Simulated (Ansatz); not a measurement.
# F2H5NO2Si2: a ladder of functionals and wavefunction methods

Aim: compute F2H5NO2Si2 with functionals from several rungs and with coupled cluster, and see how far each lands from CCSD(T) at the basis-set limit for the atomisation energy.

Program: Ansatz 0.2.0, Gaussian basis. Level of theory: functionals in def2-TZVPP, the program's frozen cores in correlated methods. These are calculated values, not measurements.

The runs, in order: PBE-D4, r2SCAN-D4, PBE0-D4, B3LYP-D4, ωB97X-V, ωB97M-V, B2PLYP; CCSD(T)/def2-TZVPP; MP2/def2-QZVPP; extrapolation to the limit.

## Step 1: The relaxed structure

An earlier PBE0-D4 in a triple-zeta def2 set relaxation fixed the geometry.

SMILES `O[Si](O)(F)N[SiH2]F`, 12 atoms, charge 0, spin multiplicity 1.

Atoms are counted from 1 here; the program's logs count them from 0.

Bond lengths: O1–Si2 1.627 Å, O1–H8 0.958 Å, Si2–O3 1.620 Å, Si2–F4 1.593 Å, Si2–N5 1.704 Å, O3–H9 0.958 Å, N5–Si6 1.711 Å, N5–H10 1.010 Å, Si6–F7 1.602 Å, Si6–H11 1.477 Å, Si6–H12 1.479 Å. Angles: Si2–O1–H8 118.3°, O1–Si2–O3 107.1°, O1–Si2–F4 110.2°, O1–Si2–N5 112.7°, O3–Si2–F4 110.0°, O3–Si2–N5 110.9°, F4–Si2–N5 105.9°, Si2–O3–H9 117.9°, Si2–N5–Si6 127.9°, Si2–N5–H10 115.4°, Si6–N5–H10 116.6°, N5–Si6–F7 111.3°, N5–Si6–H11 109.3°, N5–Si6–H12 109.4°, F7–Si6–H11 106.6°, F7–Si6–H12 106.4°, H11–Si6–H12 113.9°.

## Step 2: PBE-D4 (GGA)

Contents of in.yaml:

```yaml
crystal:
  periodic: [false, false, false]
  atoms:
    - {symbol: O, position_ang: [-0.792230, 1.299367, 1.217058]}
    - {symbol: Si, position_ang: [-0.108999, 1.159157, -0.252486]}
    - {symbol: O, position_ang: [-1.298892, 1.281872, -1.344807]}
    - {symbol: F, position_ang: [0.958079, 2.319742, -0.477106]}
    - {symbol: N, position_ang: [0.743553, -0.303683, -0.442853]}
    - {symbol: Si, position_ang: [0.337612, -1.844777, 0.178907]}
    - {symbol: F, position_ang: [0.951824, -2.062271, 1.642519]}
    - {symbol: H, position_ang: [-0.222186, 1.283373, 1.987381]}
    - {symbol: H, position_ang: [-1.980489, 1.938448, -1.193489]}
    - {symbol: H, position_ang: [1.613437, -0.235733, -0.952364]}
    - {symbol: H, position_ang: [-1.129262, -1.942558, 0.318929]}
    - {symbol: H, position_ang: [0.927562, -2.892938, -0.681699]}
basis:
  gaussian: {orbitals: def2-TZVPP}
hamiltonian: {xc: pbe, dispersion: d4}
output: {forces: true, orbitals: {seedname: orbitals}}
```

The run is started by

```console
> ansatz run in.yaml --threads 2 --pin off --events-out ev --progress --plain --max-ram 32768MiB --backend cuda --devices 0, --max-vram 18GiB
```

Further steps of the session: r2SCAN-D4 (meta-GGA); PBE0-D4 (hybrid); B3LYP-D4 (hybrid); ωB97X-V (range-separated); ωB97M-V (range-separated); B2PLYP (double hybrid); CCSD(T) in def2-TZVPP; MP2 in def2-QZVPP.

**Question.** What will the summary of the whole plan be? Wanted: atomisation energy, CCSD(T)/CBS; farthest; mean size of error, hybrid; mean size of error, range-separated; gap, smallest and largest; T1 diagnostic; triples share of the correlation energy.

As calculated:

| quantity | value |
| --- | --- |
| atomisation energy, CCSD(T)/CBS | 1166.2 kcal/mol |
| functionals within 5.8 kcal/mol (0.5 %) | PBE-D4, ωB97X-V, ωB97M-V |
| farthest | PBE0-D4 (-25.3 kcal/mol) |
| mean size of error, hybrid | 19.9 kcal/mol |
| mean size of error, range-separated | 4.0 kcal/mol |
| gap, smallest and largest | 6.46 eV (PBE-D4), 13.23 eV (ωB97X-V) |
| T1 diagnostic | 0.0114 |
| triples share of the correlation energy | 3.2 % |

What this shows: PBE-D4 is off by +0.6 kcal/mol. Double hybrids carry the basis error of their MP2 part in triple zeta, and no dispersion term here, so their miss is partly the set-up's. Misses under about 5.8 kcal/mol are within the doubt on the reference itself, which lacks core-valence correlation, relativity and higher excitations. Hartree-Fock recovers 71 % of the binding; the rest is correlation. The gap grows from 6.5 to 13.2 eV across the functionals, mostly with the share of exact exchange.
